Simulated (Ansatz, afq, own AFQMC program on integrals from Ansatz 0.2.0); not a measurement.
# BGeH3 (singlet): quantum Monte Carlo beside coupled cluster at twist about Ge1–B2 = 74.4°, cc-pVDZ, part 2 of 2

Ansatz 0.2.0, Gaussian basis, and an in-house AFQMC program (afq) on its integrals; all values are calculated; cc-pVDZ, frozen cores. Earlier steps stand in the parts before.

### 13 CCSD(T) on UHF

in.yaml

```yaml
crystal:
  periodic: [false, false, false]
  atoms:
    - {symbol: Ge, position_ang: [-0.032340, -0.004643, 0.253275]}
    - {symbol: B, position_ang: [0.130010, -0.004644, -1.627262]}
    - {symbol: H, position_ang: [0.410837, 1.272345, 0.971049]}
    - {symbol: H, position_ang: [0.410837, -1.281630, 0.971050]}
    - {symbol: H, position_ang: [0.114551, 0.393719, -2.741327]}
basis:
  gaussian: {orbitals: cc-pVDZ}
magnetization: {spin_polarized: true, initial_magnetization: 0}
correlation: {method: ccsd_t, electrons: outside_noble_gas, hamiltonian_folder: ham}
```

On the command line:

```sh
> ansatz run in.yaml --threads 1 --pin off --events-out ev --progress --plain --max-ram 1382MiB
```

Log, shortened:

```text
Functional definition: HF
  name "HF"
  cite "Fock, Z. Phys. 61, 126 (1930) doi:10.1007/BF01340294"
  parent pbe
[...]
590 factors; integrals over basis functions are off by at most 8.0e-4 eV
[...]
mean field -57188.78687881 eV, -2101.6491538442 hartree, gradient 3.4e-6 eV, S^2 0.555992; 9 other end points of the search recorded, 0 dependent functions left out
determinant -57188.78687881 eV, -2101.6491538442 hartree, with singles and doubles -57194.19348619 eV, -2101.8478430009 hartree
determinant -57188.52398853 eV, -2101.6394928045 hartree, with singles and doubles -57193.41084713 eV, -2101.8190815456 hartree
determinant -57188.58502112 eV, -2101.6417357112 hartree, with singles and doubles -57194.26574614 eV, -2101.8504985050 hartree
15 core orbitals not correlated: weight in the atoms' cores, before any rotation towards them, 0.999 or more for the frozen orbitals, at most 0.000 for the correlated occupied ones
reference -57188.78687881 eV, -2101.6491538442 hartree; 5, 5 occupied and 36, 36 virtual orbitals, 590 factors
second order -4.09800819 eV of doubles, -0.00000000 eV of singles
cycle   1  -5.41003722 eV  change   -3.4e-3 eV  update   9.6e-3
[...]
cycle  16  -5.44483670 eV  change   -5.3e-6 eV  update   5.3e-6
perturbative correction -0.21707490 eV, -0.0079773554 hartree
Total energy: -57194.44879040 eV, -2101.8572252576 hartree
```

Wall time 6 s (1 thread of Arm Neoverse V2, shared host).

From the report: ⟨S²⟩ of the determinant 0.556 (pure singlet: 0.00); correlation -5.6619 eV; T1 0.097; largest double amplitude 0.19. The determinant is far from a pure spin state, so its energy mixes those of several spin states (harmless only where they are near-degenerate, as at dissociation).

This run also writes the integrals to the folder ham.

### 14 CCSDT(Q) on UHF

Changes to in.yaml since step 13:

```diff
@@ -11,2 +11,2 @@
 magnetization: {spin_polarized: true, initial_magnetization: 0}
-correlation: {method: ccsd_t, electrons: outside_noble_gas, hamiltonian_folder: ham}
+correlation: {method: ccsdt_q, electrons: outside_noble_gas}
```

Same command.

Log, shortened:

```text
Functional definition: HF
  name "HF"
  cite "Fock, Z. Phys. 61, 126 (1930) doi:10.1007/BF01340294"
  parent pbe
[...]
1078 factors; integrals over basis functions are off by at most 1.8e-7 eV
[...]
mean field -57188.78698309 eV, -2101.6491576764 hartree, gradient 3.7e-6 eV, S^2 0.555991; 9 other end points of the search recorded, 0 dependent functions left out
determinant -57188.78698309 eV, -2101.6491576764 hartree, with singles and doubles -57194.19359140 eV, -2101.8478468672 hartree
determinant -57188.52409140 eV, -2101.6394965852 hartree, with singles and doubles -57193.41095114 eV, -2101.8190853682 hartree
determinant -57188.58512337 eV, -2101.6417394684 hartree, with singles and doubles -57194.26585182 eV, -2101.8505023885 hartree
15 core orbitals not correlated: weight in the atoms' cores, before any rotation towards them, 0.999 or more for the frozen orbitals, at most 0.000 for the correlated occupied ones
reference -57188.78698309 eV, -2101.6491576764 hartree; 5, 5 occupied and 36, 36 virtual orbitals, 1078 factors
second order -4.09803813 eV of doubles, -0.00000000 eV of singles
cycle   1  -4.82560551 eV  change   -7.3e-1 eV  update   9.3e-2
[...]
cycle  33  -5.72782560 eV  change    3.3e-7 eV  update   9.2e-7
perturbative correction -0.01846556 eV, -0.0006785969 hartree
Total energy: -57194.53327425 eV, -2101.8603299815 hartree
```

Run time: 57 s. Hardware: 1 thread of Arm Neoverse V2, shared host; peak memory 0.42 GiB.

From the report: ⟨S²⟩ of the determinant 0.556 (pure singlet: 0.00); correlation -5.7463 eV; T1 0.111; largest double amplitude 0.24. The determinant is far from a pure spin state, so its energy mixes those of several spin states (harmless only where they are near-degenerate, as at dissociation).

### 15 Phaseless AFQMC, CISD trial on UHF

It reads the integrals that the CCSD(T) run on this determinant wrote.

On the command line:

```sh
> afq ham --method phaseless --trial cisd --walkers 60 --populations 1 --least-time 40 --time-step 0.005 --steps-per-block 50 --equilibration-blocks 40 --max-blocks 300 --target-error 0.00076 --factor-cut 1e-05 --start spin_pure --seed 8303 --release-times 0.24,0.51,0.99,1.62,2.4 --release-step 0.03 --release-every 4 --taylor-order 6
```

Log:

```text
orbitals 41  electrons 5 5  factors 336 of 590
reference energy -2101.64915384 Eh
CCSD correlation -0.20009373 Eh in 21 cycles, weight of the determinant in the CISD state 0.7070
energy of the start -2101.816012 Eh
 block  time / (1/Eh)  mean weight  energy / Eh
     1     0.250  0.9990  -2101.828848
     2     0.500  0.9997  -2101.833815
     3     0.750  0.9998  -2101.839309
     4     1.000  1.0025  -2101.847812
     5     1.250  0.9996  -2101.854505
     6     1.500  0.9985  -2101.856139
     7     1.750  0.9984  -2101.852330
     8     2.000  1.0025  -2101.853785
     9     2.250  0.9990  -2101.858979
    10     2.500  0.9987  -2101.857733
    11     2.750  1.0005  -2101.859258
    16     4.000  1.0019  -2101.862701
    21     5.250  0.9998  -2101.860073
    26     6.500  1.0013  -2101.861264
    31     7.750  0.9989  -2101.862600
    36     9.000  1.0013  -2101.871526
    41    10.250  1.0005  -2101.854727
    46    11.500  1.0022  -2101.856749
    51    12.750  0.9986  -2101.852380
    56    14.000  1.0010  -2101.860357
    61    15.250  0.9943  -2101.864016
    66    16.500  0.9966  -2101.859383
    71    17.750  1.0005  -2101.855872
    76    19.000  1.0033  -2101.859986
    81    20.250  1.0000  -2101.864840
    86    21.500  0.9997  -2101.862891
    91    22.750  1.0008  -2101.866138
    96    24.000  0.9997  -2101.856970
   101    25.250  0.9997  -2101.857268
   106    26.500  0.9989  -2101.853169
   111    27.750  0.9997  -2101.861324
   116    29.000  0.9994  -2101.859665
   121    30.250  0.9996  -2101.861642
   126    31.500  1.0011  -2101.859549
   131    32.750  1.0024  -2101.862778
   136    34.000  0.9999  -2101.861380
   141    35.250  1.0015  -2101.861463
   146    36.500  0.9998  -2101.864318
   151    37.750  0.9982  -2101.859010
   156    39.000  0.9999  -2101.855536
   161    40.250  0.9968  -2101.851599
   166    41.500  1.0014  -2101.851742
   171    42.750  1.0003  -2101.860305
   176    44.000  0.9994  -2101.861169
   181    45.250  0.9997  -2101.857946
   186    46.500  1.0019  -2101.860729
   191    47.750  0.9994  -2101.858812
   196    49.000  1.0005  -2101.861537
blocks merged  error / Eh  count
     1  0.000304  160
     2  0.000371  80
     4  0.000443  40
     8  0.000551  20
    16  0.000578  10
released: time / (1/Eh)  energy / Eh  error  mean overlap
  0.24  -2101.860525  0.000732  0.9867
  0.51  -2101.860333  0.000823  0.9894
  0.99  -2101.860819  0.000879  0.9653
  1.62  -2101.859645  0.000841  0.9883
  2.40  -2101.858972  0.001317  1.0206
energy -2101.859640 +/- 0.000551 Eh
```

It took 4.6 min on 1 thread of Arm Neoverse V2, shared host.

Energy -57194.5145 ± 0.0150 eV. Caveats: constraint bias not in the error.

### 16 Phaseless AFQMC, single-determinant trial on UHF

It reads the integrals that the CCSD(T) run on this determinant wrote.

On the command line:

```sh
> afq ham --method phaseless --trial hf --walkers 120 --populations 1 --least-time 40 --time-step 0.005 --steps-per-block 20 --equilibration-blocks 160 --max-blocks 600 --target-error 0.00228 --factor-cut 1e-05 --start spin_pure --seed 6866 --taylor-order 6
```

Log:

```text
orbitals 41  electrons 5 5  factors 336 of 590
reference energy -2101.64915384 Eh
CCSD correlation -0.20009373 Eh in 21 cycles, weight of the determinant in the CISD state 0.7070
energy of the start -2101.657589 Eh
 block  time / (1/Eh)  mean weight  energy / Eh
     1     0.100  1.0000  -2101.689513
     2     0.200  1.0028  -2101.717590
     3     0.300  1.0015  -2101.735154
     4     0.400  1.0013  -2101.752038
     5     0.500  1.0009  -2101.766782
     6     0.600  1.0004  -2101.781743
     7     0.700  1.0019  -2101.787057
     8     0.800  1.0008  -2101.792420
     9     0.900  1.0006  -2101.800838
    10     1.000  0.9994  -2101.809667
    15     1.500  0.9994  -2101.835930
    29     2.900  1.0013  -2101.858740
    43     4.300  1.0007  -2101.858411
    57     5.700  0.9993  -2101.854529
    71     7.100  0.9990  -2101.843369
    85     8.500  1.0017  -2101.871195
    99     9.900  1.0013  -2101.869612
   113    11.300  0.9993  -2101.837908
   127    12.700  1.0017  -2101.856246
   141    14.100  1.0002  -2101.873979
   155    15.500  0.9999  -2101.842138
   169    16.900  0.9991  -2101.878030
   183    18.300  0.9997  -2101.840967
   197    19.700  0.9984  -2101.867811
   211    21.100  0.9991  -2101.861116
   225    22.500  0.9990  -2101.888926
   239    23.900  0.9991  -2101.857175
   253    25.300  0.9999  -2101.840852
   267    26.700  1.0001  -2101.864244
   281    28.100  1.0016  -2101.848470
   295    29.500  0.9983  -2101.837140
   309    30.900  0.9994  -2101.855104
   323    32.300  0.9989  -2101.861251
   337    33.700  1.0014  -2101.879816
   351    35.100  0.9999  -2101.849622
   365    36.500  1.0006  -2101.842991
   379    37.900  1.0007  -2101.848392
   393    39.300  0.9984  -2101.863013
   407    40.700  1.0002  -2101.863777
   421    42.100  1.0001  -2101.857086
   435    43.500  0.9998  -2101.870809
   449    44.900  1.0000  -2101.872461
   463    46.300  0.9995  -2101.870731
   477    47.700  0.9983  -2101.869902
   491    49.100  0.9971  -2101.871265
   505    50.500  1.0010  -2101.865017
   519    51.900  1.0009  -2101.849324
   533    53.300  1.0006  -2101.867787
   547    54.700  0.9979  -2101.859168
blocks merged  error / Eh  count
     1  0.000696  400
     2  0.000939  200
     4  0.001249  100
     8  0.001641  50
    16  0.001983  25
    32  0.002226  12
energy -2101.860191 +/- 0.001983 Eh
```

It took 3.7 min on 1 thread of Arm Neoverse V2, shared host.

Energy -57194.5295 ± 0.0540 eV. Caveats: constraint bias not in the error.

### 17 All levels side by side

On the RHF determinant, counted from CCSDT(Q) (a yardstick, not exact):

```
                                                             level  energy (eV)  from CCSDT(Q) (meV)  statistical error (meV)     time
                                                                HF  -57188.5850              +5948.0                                  
                                                               MP2  -57193.2251              +1307.9                                  
                                                              CCSD  -57194.2657               +267.4                                  
                                                           CCSD(T)  -57194.4821                +50.9                                  
                                                          CCSDT(Q)  -57194.5330                  0.0                                  
               Phaseless AFQMC, CISD trial, step 0.005, 60 walkers  -57194.4835                +49.5                     13.6  2.1 min
Phaseless AFQMC, single-determinant trial, step 0.005, 120 walkers  -57194.6594               -126.3                     83.1  2.7 min
```

On the UHF determinant, counted from CCSDT(Q) (a yardstick, not exact):

```
                                                             level  energy (eV)  from CCSDT(Q) (meV)  statistical error (meV)     time
                                                                HF  -57188.7869              +5746.4                                  
                                                               MP2  -57192.8849              +1648.4                                  
                                                              CCSD  -57194.2317               +301.6                                  
                                                           CCSD(T)  -57194.4488                +84.5                                  
                                                          CCSDT(Q)  -57194.5333                  0.0                                  
               Phaseless AFQMC, CISD trial, step 0.005, 60 walkers  -57194.5145                +18.8                     15.0  4.6 min
Phaseless AFQMC, single-determinant trial, step 0.005, 120 walkers  -57194.5295                 +3.8                     54.0  3.7 min
```

The functionals' totals stand on their own zeros and serve differences with other points: PBE -57229.231 eV; r2SCAN -57238.303 eV; PBE0 -57230.918 eV; B3LYP -57240.637 eV; wB97M-V -57235.279 eV; B2PLYP -57226.725 eV.

### 18 Results

The summary covers parts 1 to 2.

```
                                                      quantity              value
                                  CCSD(T) on RHF from CCSDT(Q)          +50.9 meV
              Phaseless AFQMC, CISD trial on RHF from CCSDT(Q)   +49.5 ± 13.6 meV
Phaseless AFQMC, single-determinant trial on RHF from CCSDT(Q)  -126.3 ± 83.1 meV
                                  CCSD(T) on UHF from CCSDT(Q)          +84.5 meV
              Phaseless AFQMC, CISD trial on UHF from CCSDT(Q)   +18.8 ± 15.0 meV
Phaseless AFQMC, single-determinant trial on UHF from CCSDT(Q)    +3.8 ± 54.0 meV
```

In words: On RHF the phaseless walk with the CISD trial lies +49.5 meV from CCSDT(Q), 4 times its error bar. On UHF the phaseless walk with the CISD trial lies +18.8 meV from CCSDT(Q), within three error bars. Error bars are statistical and leave out the constraint, the time step and what remains of the start.
